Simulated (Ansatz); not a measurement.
GeCN2 in Ansatz: the effect of functional

Crystal: GeCN2.

```xyz
4
Lattice="1.7818 1.0287 4.8889 -1.7818 1.0287 4.8889 0.0000 -2.0574 4.8889" Properties=species:S:1:pos:R:3 pbc="T T T"
Ge    0.0000    0.0000    0.0000
N     0.0000    0.0000    8.5640
N     0.0000    0.0000    6.1028
C     0.0000    0.0000    7.3334
```

The cell comes from a database or a generator and needn't be the stable form of this composition.

The cell isn't the ideal one: volume scaled by 0.98.

Alike in all runs:

```yaml
Program: Ansatz 0.2.0
Task: single point
Potentials_or_basis: Ansatz PAW
k_mesh: 9 × 9 × 9
Occupations: fermi-dirac, width 0.05 eV
Spin: no spin polarisation
```

```tsv
functional	cutoff	gap on the mesh (eV)	pressure (GPa)	largest force (eV/Å)
LDA	420 eV (not typed: the program's choice for these potentials)	?	?	?
PBEsol	420 eV (not typed: the program's choice for these potentials)	0.95	-0.6	0.66
r2SCAN	500 eV (not typed: the program's choice for these potentials)	1.15	-0.6	0.08
```

What does the run with functional LDA give?

gap on the mesh 0.93 eV; pressure -4.1 GPa; largest force 0.25 eV/Å.

Caveats: odd divisions of the mesh miss points on the zone boundary, where band edges often lie, so the gap on the mesh can be too wide; the PAW data sets come from PBE, with cores solved anew for the run's functional, which leaves a small shift of forces and pressure.

A k mesh can miss the band edges.

Runs at the PBE level aren't shown here.
